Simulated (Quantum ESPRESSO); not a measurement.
## Y3F in Quantum ESPRESSO: the effect of functional

Y3F:

```xyz
4
Lattice="4.8175 0.0000 0.0000 0.0000 4.8175 0.0000 0.0000 0.0000 4.8175" Properties=species:S:1:pos:R:3 pbc="T T T"
Y     0.0000    2.4088    2.4088
Y     2.4088    0.0000    2.4088
Y     2.4088    2.4088    0.0000
F     0.0000    0.0000    0.0000
```

The cell was built by a generator and needn't be a form met in nature.

Alike in all runs:

- Program: Quantum ESPRESSO 7.5
- Task: phonons
- Cutoff: 612 eV
- Density cutoff: 4898 eV
- k mesh: 4 × 4 × 4, shifted
- Occupations: fermi-dirac, width 0.05 eV
- Spin: no spin polarisation

Each run relaxes the cell or the atoms first.

| functional | potentials or basis | relaxed volume (Å³/atom) | highest phonon frequency (cm⁻¹) |
| --- | --- | --- | --- |
| LDA | GBRV 1.5 LDA | 25.09 | 195 |
| PBE | GBRV 1.5 PBE | 28.01 | 178 |
| PBEsol | GBRV 1.5 PBEsol | 26.40 | 187 |
| PW91 | GBRV 1.5 PBE | 27.77 | 174 |
| BLYP | GBRV 1.5 PBE | 29.13 | 175 |
| RPBE | GBRV 1.5 PBE | ? | ? |
| vdW-DF-cx | GBRV 1.5 PBE | 26.48 | 191 |

Task: What does the run with functional RPBE give?

Result: Relaxed volume 29.36 Å³/atom; highest phonon frequency 168 cm⁻¹.

Caveats: the mesh is thin for the phonons of a metal; some modes are imaginary; the potentials were made for another functional, which shifts forces and pressure (some runs); before the sum rule the acoustic modes lie tens of cm⁻¹ from zero, a sign that the density grid also shifts the optical modes (some runs).
